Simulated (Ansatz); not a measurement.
Predict the output of the script below (the Python package of Ansatz (0.2.0)).

The script, `paw_lapw_laag.py`:
```python
"""Checking the PAW result for LaAg with LAPW."""

import ansatz as az
import numpy as np

XC = "lda"
KGRID = (5, 5, 5)
OCCUPATIONS = "cold"
SMEARING_WIDTH = 0.1


def count_gap(report):
    # lowest empty less highest filled band, counting bands; zero where they overlap
    return max(report.get("gap_by_band_count_ev") or 0.0, 0.0)

structure = (
    az.Lattice.from_parameters(3.76, 3.76, 3.76, alpha=90.0, beta=90.0, gamma=90.0)
    .atom("La", (0.5, 0.5, 0.5))
    .atom("Ag", (0.0, 0.0, 0.0))
)

calc = (
    structure.calculation()
    .functional(XC)
    .kpoints(*KGRID, center="monkhorst-pack")
    .occupations(OCCUPATIONS, width=SMEARING_WIDTH)
    .scf(lower_state_search="light")
    .stress()
    .forces()
    .band_table()
)
variants = {
    "PAW": calc.pseudopotentials("paw"),
    "LAPW": calc.pseudopotentials("all_electron", lapw=True),
}
# totals differ by the cores that each treatment holds, so compare what does not depend on them
rows = []
for label, variant in variants.items():
    report = variant.run(threads=1, pin="off").report
    levels = np.array(report["eigenvalues_ev"][0]) - report["fermi_energy_ev"]
    print(label, "levels at the first k-point near E_F:", np.round(levels[np.abs(levels) < 5], 3))
    rows.append((label, report["n_electrons"], np.trace(report["stress_gpa"]) / 3, count_gap(report)))
print("     treatment  electrons in bands           P GPa  gap by band count eV")
for row in rows:
    print(f"{str(row[0]):>14s}  {row[1]:18.1f}  {row[2]:14.3f}  {row[3]:20.3f}")
```

```console
$ python paw_lapw_laag.py
DeckWarning: basis.ecutwfc = 420 eV, auto-derived from the records' recommended cutoffs: set by La (normal level)
PAW levels at the first k-point near E_F: [-4.704 -4.704 -4.704  0.179  0.179  1.52   1.52   1.52 ]
LAPW levels at the first k-point near E_F: [-4.706 -4.706 -4.706  0.179  0.179  1.537  1.537  1.537  1.556]
     treatment  electrons in bands           P GPa  gap by band count eV
           PAW                30.0          -2.473                 0.000
          LAPW                48.0          -2.461                 0.000
```
(Warnings from the package without file and line.)

PAW gives -2.473 GPa and LAPW -2.461 GPa, 0.012 GPa apart. They took 0.8 and 4.3 s of processor time.

Caveats:
- These settings explore the input space; cutoff and mesh may be short of convergence.
- The computed bands are complete only to about 1.2 eV above the Fermi level.
- For a metal this k-point mesh is coarse: on a finer one energies can move by several to tens of meV an atom and pressures by half a GPa or more, differences at one mesh by less.
- A gap by band count of zero or less means overlapping bands, a metal.
- The structure is a deposited one; some such entries were measured under pressure or heat, so a shift against it needn't be the functional's error alone.
- Levels are Kohn-Sham eigenvalues on this mesh, without spin-orbit coupling.
- Pressure is positive in compression; the treatments may keep other shells as core, so totals and counts of electrons can differ.
- Finished in 6.1 s on 1 thread of Arm Neoverse V1, on a shared host, peak memory 0.42 GiB.

(A comment or docstring line of the script was reworded after the run, the code is as it ran; lines on the test bed's own set-up are left out of the output.)
